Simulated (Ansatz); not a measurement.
# Si2Ge: the cost of one run

Program: Ansatz 0.2.0. PAW datasets, plane waves, zero pressure. No spin polarisation. The prototype was imposed, so other structures may be more stable.

### Step 1. Starting point

This is the cell as the run starts from it, not yet at rest; its lengths are not the crystal's.

The symmetry is P-3m1 (No. 164, trigonal); conventional cell a = 3.723 Å, c = 9.120 Å, 18.25 Å³ an atom. Near Si stand 3 Ge at 2.28 Å and 1 Si at 2.28 Å; near Si stand 3 Si at 2.28 Å and 1 Ge at 2.28 Å; near Ge stand 4 Si at 2.28 Å.

Coordinates:

```cif
data_structure
_symmetry_space_group_name_H-M 'P-3m1'
_symmetry_Int_Tables_number 164
_cell_length_a 3.7232
_cell_length_b 3.7232
_cell_length_c 9.1200
_cell_angle_alpha 90.000
_cell_angle_beta 90.000
_cell_angle_gamma 120.000
_cell_volume 109.49
loop_
_atom_site_label
_atom_site_type_symbol
_atom_site_symmetry_multiplicity
_atom_site_Wyckoff_symbol
_atom_site_fract_x
_atom_site_fract_y
_atom_site_fract_z
_atom_site_occupancy
Si1 Si 2 c 0.00000 0.00000 0.87500 1
Si2 Si 2 d 0.66667 0.33333 0.54167 1
Ge1 Ge 2 d 0.33333 0.66667 0.20833 1
```

### Step 2. PBE: cell and atoms

Input file input.yaml:

```yaml
crystal:
  lattice:
    - [3.723224409, 0.0, 0.0]
    - [-1.8616122045, 3.2244069222, 0.0]
    - [0.0, 0.0, 9.12]
  atoms:
    - { symbol: Si, position: [0.0, 0.0, 0.875] }
    - { symbol: Si, position: [0.6666666667, 0.3333333333, 0.5416666667] }
    - { symbol: Ge, position: [0.3333333333, 0.6666666667, 0.2083333333] }
    - { symbol: Ge, position: [0.6666666667, 0.3333333333, 0.7916666667] }
    - { symbol: Si, position: [0.3333333333, 0.6666666667, 0.4583333333] }
    - { symbol: Si, position: [0.0, 0.0, 0.125] }
kpoints:
  mp_grid: { grid: [12, 12, 4] }
hamiltonian:
  xc: pbe
scf:
  occupations: { method: fermi_dirac, width: 0.02 }
relax:
  f_tol: 0.005
  cell: {}
output:
  write_density: true
  write_potential: true
  elf: true
  volumetric_format: npy
```

Started as:

```bash
$ ansatz run input.yaml --threads 4 --pin off --max-ram 6451MiB --backend cpu --events-out ev --progress --plain --runs-dir out
```

**Question.** How long does this run take on 4 threads of AMD EPYC 9R45 (Zen 5), shared host, and how much memory does it need?

About 9.1 s, with a peak of 0.64 GiB.
